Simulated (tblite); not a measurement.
# C4H15NOSi3: the cost of one run

Computed with tblite 0.8.0 and PySCF 2.14.0, with density-fitted response routines of our own, on a single molecule in the gas phase. Atoms count from 0, in the outputs and in this text.

### Step 1. The starting structure

24 atoms, charge 0, multiplicity 1; geometry from: force field or distance geometry start.

Bonds of the start (Å): C0–C1 1.53, C1–C2 1.47, C2–C3 1.54, C3–Si4 1.86, Si4–N5 1.79, N5–Si6 1.81, Si6–O7 1.68, O7–Si8 1.72, Si6–C2 1.89, C0–H9 1.09, C0–H10 1.10, C0–H11 1.11, C1–H12 1.14, C1–H13 1.11, C2–H14 1.09, C3–H15 1.12, C3–H16 1.09, Si4–H17 1.46, Si4–H18 1.48, N5–H19 1.03, Si6–H20 1.47, Si8–H21 1.46, Si8–H22 1.46, Si8–H23 1.48.

### Step 2. Geometry optimisation with GFN2-xTB

What the job is given:

```
{"job": {"kind": "relax", "xc": "GFN2-xTB", "basis": "xTB"}, "charge": 0, "multiplicity": 1}
C      2.282600    -1.303800    -0.134300
C      1.948000     0.078800     0.432800
C      0.779600     0.697500    -0.216600
C      0.509900     2.080200     0.400000
Si    -1.089000     2.514800    -0.448200
N     -2.114600     1.097200    -0.083900
Si    -0.848700    -0.162500     0.206400
O     -1.080900    -1.370800    -0.941700
Si    -1.998900    -2.706000    -0.377700
H      3.198700    -1.673600     0.337900
H      1.465200    -2.023700     0.017800
H      2.485200    -1.218200    -1.225200
H      1.841000     0.031400     1.562700
H      2.840700     0.718300     0.251100
H      0.838100     0.837700    -1.299000
H      0.391300     1.991000     1.511600
H      1.331200     2.758500     0.178200
H     -1.653000     3.752700     0.072400
H     -0.842700     2.630000    -1.905800
H     -2.636300     1.294400     0.781300
H     -0.850800    -0.615200     1.604200
H     -1.607200    -3.156300     0.956700
H     -1.746600    -3.807100    -1.296800
H     -3.454500    -2.425500    -0.376300
```

Launch:

```console
OMP_NUM_THREADS=1 python probes_run.py task.json out
```

The driver reads the jobs from task.json and runs them one after another.

**Question.** How long does this first job take on 1 thread of Intel Xeon at 2.50GHz, shared host, and how much memory does it need?

About 8.2 s, with a peak of 0.18 GiB.
